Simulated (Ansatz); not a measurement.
**Lithium, omega (AlB2-type) under r²SCAN: ground state and equation of state**

What does r²SCAN give for lithium in the omega (AlB2-type) structure? We relax it, solve it on a dense k-mesh, then scale the cell to 7 volumes from 88 to 112 % of the relaxed one and try a fit of the equation of state. Spin polarisation is left out. The k-meshes are 7×7×10 for the relaxation; 10×10×14 for the dense run; 8×8×12 for the volumes.

Method: DFT r2SCAN, plane waves (500 eV) with PAW, scalar-relativistic; PAW files made under PBE, frozen cores solved again for the functional, in Ansatz 0.2.0.

## (1) Starting point

It takes space group P6/mmm (No. 191, hexagonal). The conventional cell has a = 4.961 Å, b = 4.961 Å, c = 3.041 Å, α = 90.00°, β = 90.00°, γ = 120.00°. Around Li (site symmetry 6/mmm) lie 14 Li at 3.04 to 3.24 Å. Li (site symmetry -6m2) is surrounded by 11 Li at 2.86 to 3.24 Å.

Coordinates:

```
Li
1.0
     4.96121    0.00000    0.00000
    -2.48060    4.29653    0.00000
     0.00000    0.00000    3.04122
Li
3
Direct
  0.00000 0.00000 0.00000
  0.33333 0.66667 0.50000
  0.66667 0.33333 0.50000
```

## (2) Relaxing cell and atoms

The input, input.yaml:

```yaml
crystal:
  lattice:
    - [4.9612054717, 0.0, 0.0]
    - [-2.4806027358, 4.2965299719, 0.0]
    - [0.0, 0.0, 3.0412189541]
  atoms:
    - { symbol: Li, position: [0.0, 0.0, 0.0] }
    - { symbol: Li, position: [0.3333333333, 0.6666666667, 0.5] }
    - { symbol: Li, position: [0.6666666667, 0.3333333333, 0.5] }
hamiltonian:
  xc: r2scan
  pseudopotentials:
    kind: paw
    azcp:
      Li: "pseudopotentials/Li.paw.azcp"
basis:
  ecutwfc: 500
  fft_grid_basis: typed
kpoints:
  mp_grid: { grid: [7, 7, 10], shift: [0, 0, 0] }
magnetization:
  spin_polarized: false
scf:
  occupations: { method: fermi_dirac, width: 0.1 }
relax:
  max_steps: 60
  f_tol: 0.01
  cell: {}
```

On the command line:

```bash
$ ansatz run input.yaml --threads 1 --pin off --max-ram 3584MiB --backend cpu --events-out ev --progress --plain --runs-dir out
```

The runs that follow: Single point on a dense mesh; The cell scaled to 88 % of its volume; The cell scaled to 92 % of its volume; The cell scaled to 96 % of its volume; The cell scaled to 100 % of its volume; The cell scaled to 104 % of its volume; The cell scaled to 108 % of its volume; The cell scaled to 112 % of its volume.

Before running it: what results should come out? Wanted: space group; conventional cell; volume; shortest distance; gap on the mesh; relative to bcc; V₀, B₀, B₀′.

The runs gave:

| quantity | value |
| --- | --- |
| space group (spins left aside) | P6/mmm (No. 191) |
| conventional cell | a = 4.992 Å, c = 2.923 Å (c/a = 0.586) |
| volume | 21.026 Å³/atom |
| shortest distance | 2.882 Å |
| gap on the mesh | none (levels filled in part) |
| relative to bcc | +12 meV/atom |
| V₀, B₀, B₀′ | 21.017 Å³/atom, 12.9 GPa, 3.3 |

In words: From the guessed start the volume shrank by 2.7 % in 5 steps. Against the reference form of lithium (bcc, computed apart with the same settings) it stands 12 meV/atom higher. No gap shows: it is a metal or semimetal at this level. The fitted modulus is 12.9 GPa, a soft solid; letting shape and positions relax at each volume could only lower it. Relaxation kept the symmetry; phonons were not checked.
